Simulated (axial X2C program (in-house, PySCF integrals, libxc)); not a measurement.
**A two-component session on TeCo: properties at the nuclei**

Aim: properties at the nuclei of TeCo, with spin–orbit coupling in the Hamiltonian from the start.

Method: two-component X2C with atomic mean-field terms, Te dyall-cv3z, Co dyall-cv3z; program: an in-house X2C program for linear molecules on PySCF integrals.

All values are calculated.

## 1. Input

task.json reads:

```json
{"zs": [52, 27], "q": 0, "bas": ["dyall-cv3z", "dyall-cv3z"], "r0": 2.31, "levels": ["PBE0", "HF", "BHandHLYP", "TPSSh", "B3LYP"], "nst": 3}
```

Keys: zs atomic numbers; q charge; bas basis sets; r0 starting distance in Å; levels methods (HF also brings MP2); nst determinants followed.

Started as:

```bash
$ python soeom.py task.json out
```

Nuclei are Gaussian, cores are contracted, and the Gaunt term is on.

## 2. Expectation values, lowest determinant

R = 2.296 Å. State: Ω = 7/2 (excess of +ω over −ω: ω = -1/2, ω = 3/2, ω = 5/2).

Output of the PBE0 run:

```text
two-component X2C + atomic mean field  PBE0
basis functions 232  fitting functions 1228  grid points 5801
iter        total energy     max residual
   1      -8183.264574097     1.41e+00
   2      -8183.346096079     5.68e-03
   3      -8183.343451212     2.56e-02
   4      -8183.346210036     2.24e-03
   5      -8183.346259576     1.19e-03
   6      -8183.346272810     3.42e-04
   7      -8183.346274024     5.56e-05
   8      -8183.346274136     5.47e-05
   9      -8183.346274295     4.01e-05
  10      -8183.346274424     3.06e-05
  11      -8183.346274515     1.88e-05
  12      -8183.346274530     5.64e-06
  13      -8183.346274531     6.83e-06
converged
one-electron -11889.70738281  Coulomb 3624.20817092  exact exchange -58.29211640  xc functional -178.70567048  nuclear repulsion 323.59094257  atomic mean-field constant -4.44021833
```

The highest occupied spinor is 84% Te p, 10% Co p, 5% Co d.

```tsv
level	Eeff magnitude (GV/cm)	Ws magnitude Te (kHz)	A∥/gI Te (MHz)	qzz Te (a.u.)	A∥/gI Co (MHz)	qzz Co (a.u.)	μ (D)
PBE0	0.139	0.0458	-22.1	2.78	331	-0.35	4.24
HF	3.97	0.562	17.8	4.56	559	-0.60	3.68
BHandHLYP	0.355	0.112	-30.1	5.75	397	0.00	5.02
TPSSh	0.452	0.0166	-66	2.13	335	-0.46	3.92
B3LYP	0.467	0.00919	-17.5	2.72	314	-0.35	3.70
```

Eeff is the effective electric field on the electron dipole moment in this Ω state and Ws the scalar–pseudoscalar constant (defined with the proton number Z and per Ω); A∥ is the parallel hyperfine constant, which follows by multiplying with the nuclear g factor gI = μI/(I μN); qzz is the electric field gradient, eQq0 = 234.96 MHz × Q/barn × qzz; μ is positive if Co is the positive end. The operators were transformed with the bare-nucleus X2C matrices.

## 3. Expectation values, a higher determinant

R = 2.296 Å. State: Ω = 1/2 (excess of +ω over −ω: ω = 1/2), 0.05 eV above the lowest in the PBE0 search for states (made at or near this distance, with looser thresholds).

Output of the PBE0 run:

```text
two-component X2C + atomic mean field  PBE0
basis functions 232  fitting functions 1228  grid points 5801
iter        total energy     max residual
   1      -8183.262508331     1.40e+00
   2      -8183.344014071     5.10e-03
   3      -8183.342243754     2.19e-02
   4      -8183.344110357     2.12e-03
   5      -8183.344150381     1.24e-03
   6      -8183.344163534     2.60e-04
   7      -8183.344164210     9.24e-05
   8      -8183.344164382     1.05e-04
   9      -8183.344164635     6.47e-05
  10      -8183.344164737     2.32e-05
  11      -8183.344164760     1.18e-05
  12      -8183.344164762     2.25e-06
  13      -8183.344164762     2.64e-06
converged
one-electron -11889.94983345  Coulomb 3624.46308753  exact exchange -58.29707207  xc functional -178.71107101  nuclear repulsion 323.59094257  atomic mean-field constant -4.44021833
```

The highest occupied spinor is 84% Te p, 10% Co p, 5% Co d.

```tsv
level	Eeff magnitude (GV/cm)	Ws magnitude Te (kHz)	A∥/gI Te (MHz)	qzz Te (a.u.)	A∥/gI Co (MHz)	qzz Co (a.u.)	μ (D)
PBE0	0.0751	0.572	-345	2.28	2050	-0.47	4.13
HF	4.19	4.16	-168	4.39	260	-0.67	3.56
BHandHLYP	0.356	0.916	-659	3.44	2010	-0.40	4.83
TPSSh	0.38	0.0261	329	2.10	1800	-0.49	3.90
B3LYP	0.256	0.183	-292	2.45	2080	-0.42	3.62
```

## 4. Expectation values, a higher determinant

R = 2.296 Å. State: Ω = 3/2 (excess of +ω over −ω: ω = 1/2, ω = -3/2, ω = 5/2), 0.34 eV above the lowest in the PBE0 search for states (made at or near this distance, with looser thresholds).

Output of the PBE0 run:

```text
two-component X2C + atomic mean field  PBE0
basis functions 232  fitting functions 1228  grid points 5801
iter        total energy     max residual
   1      -8183.253523079     1.38e+00
   2      -8183.332745050     3.43e-03
   3      -8183.332515359     1.02e-02
   4      -8183.332820964     1.28e-03
   5      -8183.332836635     8.32e-04
   6      -8183.332841116     9.84e-05
   7      -8183.332841235     2.95e-05
   8      -8183.332841273     3.45e-05
   9      -8183.332841299     2.09e-05
  10      -8183.332841307     1.16e-05
  11      -8183.332841311     7.56e-06
  12      -8183.332841313     3.07e-06
converged
one-electron -11891.40441478  Coulomb 3626.00169624  exact exchange -58.31976951  xc functional -178.76107750  nuclear repulsion 323.59094257  atomic mean-field constant -4.44021833
```

The highest occupied spinor is 58% Te p, 34% Co d, 7% Co p.

```tsv
level	Eeff magnitude (GV/cm)	Ws magnitude Te (kHz)	A∥/gI Te (MHz)	qzz Te (a.u.)	A∥/gI Co (MHz)	qzz Co (a.u.)	μ (D)
PBE0	1.83	0.73	-441	-0.01	914	0.04	3.90
HF	3.62	1.38	-480	-2.82	780	-0.47	5.45
BHandHLYP	2.15	0.833	-513	-1.07	852	-0.14	4.26
TPSSh	1.48	0.596	-400	0.90	947	0.08	3.89
B3LYP	1.46	0.597	-470	0.48	917	0.11	3.51
```

## 5. Summary of results

```
                                        quantity                                                       value
                              lowest determinant  Ω = 7/2 (excess of +ω over −ω: ω = -1/2, ω = 3/2, ω = 5/2)
                    Eeff magnitude (GV/cm), PBE0                                                       0.139
                     Ws magnitude Te (kHz), PBE0                                                      0.0458
                            A∥/gI Te (MHz), PBE0                                                       -22.1
                             qzz Te (a.u.), PBE0                                                        2.78
                              higher determinant                     Ω = 1/2 (excess of +ω over −ω: ω = 1/2)
Eeff magnitude (GV/cm), PBE0, higher determinant                                                      0.0751
 Ws magnitude Te (kHz), PBE0, higher determinant                                                       0.572
        A∥/gI Te (MHz), PBE0, higher determinant                                                        -345
         qzz Te (a.u.), PBE0, higher determinant                                                        2.28
                              higher determinant  Ω = 3/2 (excess of +ω over −ω: ω = 1/2, ω = -3/2, ω = 5/2)
Eeff magnitude (GV/cm), PBE0, higher determinant                                                        1.83
 Ws magnitude Te (kHz), PBE0, higher determinant                                                        0.73
        A∥/gI Te (MHz), PBE0, higher determinant                                                        -441
         qzz Te (a.u.), PBE0, higher determinant                                                       -0.01
```

In the first state, the effective field runs from 0.139 to 3.97 GV/cm over the mean-field levels, so the levels don't agree on it. The expectation values come from single determinants, which for open shells can mix terms of unlike spin or miss the lowest Ω, so a determinant need not be a state. Eeff is the effective electric field on the electron dipole moment in this Ω state and Ws the scalar–pseudoscalar constant (defined with the proton number Z and per Ω); A∥ is the parallel hyperfine constant, which follows by multiplying with the nuclear g factor gI = μI/(I μN); qzz is the electric field gradient, eQq0 = 234.96 MHz × Q/barn × qzz; μ is positive if Co is the positive end. The operators were transformed with the bare-nucleus X2C matrices. A second determinant lies within 0.1 eV of the first, so their order is not settled at this level.
